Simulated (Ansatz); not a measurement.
# C₄H₃FSe: up Jacob's ladder to CCSD(T)

The task here is to estimate one member of a computed series from the others.

The runs use Ansatz 0.2.0, Gaussian basis; functionals in def2-TZVPP, the program's frozen cores in correlated methods.

Levels to be run: LDA (SPW92), PBE-D4, revPBE-D4, BLYP-D4, r2SCAN-D4, B97M-V, PBE0-D4, B3LYP-D4, r2SCANh-D4, r2SCAN0-D4, HSE06-D4, BHLYP-D4, CAM-B3LYP-D4, LC-ωPBE, ωB97X-V, ωB97M-V, B2PLYP, PBE-QIDH; CCSD(T)/def2-SVP; CCSD(T)/def2-TZVPP; MP2/def2-QZVPP; extrapolation to the limit; RPA on PBE.

### The relaxed structure

The geometry comes from an earlier relaxation with PBE0-D4 in a triple-zeta def2 set; it is a stationary point, not always the lowest conformer.

SMILES `Fc1ccc[se]1`, 9 atoms, charge 0, spin multiplicity 1.

Atoms are counted from 1 here; the program's logs count them from 0.

Bond lengths: F1–C2 1.324 Å, C2–C3 1.350 Å, C2–Se6 1.863 Å, C3–C4 1.425 Å, C3–H7 1.082 Å, C4–C5 1.354 Å, C4–H8 1.083 Å, C5–Se6 1.859 Å, C5–H9 1.079 Å. Angles: F1–C2–C3 126.1°, F1–C2–Se6 120.5°, C3–C2–Se6 113.5°, C2–C3–C4 113.0°, C2–C3–H7 122.5°, C4–C3–H7 124.5°, C3–C4–C5 115.7°, C3–C4–H8 122.2°, C5–C4–H8 122.1°, C4–C5–Se6 111.9°, C4–C5–H9 127.9°, Se6–C5–H9 120.2°, C2–Se6–C5 86.0°.

The first run:

in.yaml reads:

```yaml
crystal:
  periodic: [false, false, false]
  atoms:
    - {symbol: F, position_ang: [2.178194, 0.633967, -1.397907]}
    - {symbol: C, position_ang: [1.056789, 0.435288, -0.722523]}
    - {symbol: C, position_ang: [0.686163, -0.713365, -0.116977]}
    - {symbol: C, position_ang: [-0.579288, -0.616596, 0.531893]}
    - {symbol: C, position_ang: [-1.195299, 0.586029, 0.439857]}
    - {symbol: Se, position_ang: [-0.188971, 1.808326, -0.534757]}
    - {symbol: H, position_ang: [1.300019, -1.603994, -0.133715]}
    - {symbol: H, position_ang: [-1.019892, -1.450563, 1.064144]}
    - {symbol: H, position_ang: [-2.149213, 0.874707, 0.852784]}
basis:
  gaussian: {orbitals: def2-TZVPP}
hamiltonian: {xc: lda}
output: {orbitals: {seedname: orbitals}}
```

Among the steps run: LDA; PBE-D4 (GGA); revPBE-D4 (GGA); BLYP-D4 (GGA); r2SCAN-D4 (meta-GGA); B97M-V (meta-GGA); PBE0-D4 (hybrid); B3LYP-D4 (hybrid); r2SCANh-D4 (hybrid); r2SCAN0-D4 (hybrid); HSE06-D4 (hybrid); BHLYP-D4 (hybrid); CAM-B3LYP-D4 (range-separated); LC-ωPBE-D4 (range-separated; the results give it without D4); ωB97X-V (range-separated); ωB97M-V (range-separated); B2PLYP (double hybrid); PBE-QIDH (double hybrid).

One table of the session follows, with a row left open; its other results are not shown here.

It belongs to the step «Frontier levels by functional». 

| functional | HOMO (eV) | gap (eV) |
| --- | --- | --- |
| LDA (SPW92) | -5.88 | 4.23 |
| PBE-D4 | -5.67 | 4.25 |
| revPBE-D4 | -5.59 | 4.26 |
| BLYP-D4 | -5.50 | 4.22 |
| r2SCAN-D4 | -5.86 | 4.58 |
| B97M-V | -5.85 | 4.63 |
| PBE0-D4 | -6.77 | 6.19 |
| B3LYP-D4 | -6.55 | 5.77 |
| r2SCANh-D4 | -6.28 | 5.31 |
| r2SCAN0-D4 | -6.90 | 6.40 |
| HSE06-D4 | -6.37 | 5.41 |
| BHLYP-D4 | -7.69 | 8.08 |
| CAM-B3LYP-D4 | -8.04 | 8.52 |
| LC-ωPBE | -9.38 | 10.89 |
| ωB97X-V | -9.00 | 10.51 |
| ωB97M-V | ? | ? |

Q: Estimate the row for ωB97M-V from the others.

**Answer.** HOMO (eV): -8.91; gap (eV): 10.36. In the column «HOMO (eV)» it lies between ωB97X-V (-9.00) and CAM-B3LYP-D4 (-8.04).
